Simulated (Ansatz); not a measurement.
## TiSi2, space group Immm: a test of the smearing width, step by step

Program: Ansatz's Python interface.

At the Python prompt:
```pycon
>>> import ansatz as az
>>> from pymatgen.core import Lattice, Structure
>>> from pymatgen.io.ase import AseAtomsAdaptor
>>> from tabulate import tabulate
>>> pmg_structure = Structure(
...     Lattice([(-1.472872, 1.71213, 4.212083), (1.472872, -1.71213, 4.212083), (1.472872, 1.71213, -4.212083)]),
...     ['Ti', 'Si', 'Si'],
...     [
...         (0.0, 0.0, 0.0),
...         (0.329922, 0.329922, 0.0),
...         (0.670078, 0.670078, 0.0),
...     ],
... )
>>> xtal = az.Crystal.from_ase(AseAtomsAdaptor.get_atoms(pmg_structure))
>>> [site.symbol for site in xtal.resolved().sites]
['Ti', 'Si', 'Si']
>>> setup = (
...     xtal.calculation()
...     .pseudopotentials('paw')
...     .functional('r2SCAN')
...     .kpoints(12)
...     .basis(24 * az.Ha)
...     .stress()
... )
>>> rows = []
>>> for value in [0.5, 0.3, 0.2, 0.1]:
...     data = setup.occupations('fermi_dirac', width=value).run().report
...     rows.append((value, data['free_energy_ev'] / len(data['lattice']['sites']), data['n_iterations'], sum(data['stress_gpa'][i][i] for i in range(3)) / 3, data['n_kpoints']))
...
>>> print(tabulate(rows, headers=['width (eV)', 'F/atom (eV)', 'iterations', 'P (GPa)', 'k-points'], floatfmt='.4f', tablefmt='plain'))
  width (eV)    F/atom (eV)    iterations    P (GPa)    k-points
      0.5000     -1261.3924             6     0.2374         280
      0.3000     -1261.2554             6    -1.4688         280
      0.2000     -1261.2149             6    -1.9944         280
      0.1000     -1261.1929             6    -2.2929         280
>>> # the last row is the reference
>>> for row in rows[:-1]:
...     shift = 1000 * (row[1] - rows[-1][1])
...     print(f'{row[0]}: {shift:+.2f} meV/atom' + ('  (within 1 meV)' if abs(shift) < 1 else ''))
...
0.5: -199.46 meV/atom
0.3: -62.46 meV/atom
0.2: -22.03 meV/atom
```

Going from 0.1 to 0.5 eV changes F by -199.5 meV an atom. With this scheme F falls roughly as the square of the width; the report's estimate for zero width (energy_sigma0_ev) moves by only +11.4 meV. The pressure moves from -2.29 to 0.24 GPa.

Reading the output:
- A Fermi-Dirac width this large means warm electrons, whose thermal share enters the free energy.
- The narrowest width needs the finest mesh, so the last row is no converged reference.
- Pressure is positive in compression.
- This cell is a computed structure, which may not be the phase found in nature.
- It ran for 110 s on 1 thread of Arm Neoverse V2 (shared host), peak memory 0.82 GiB.
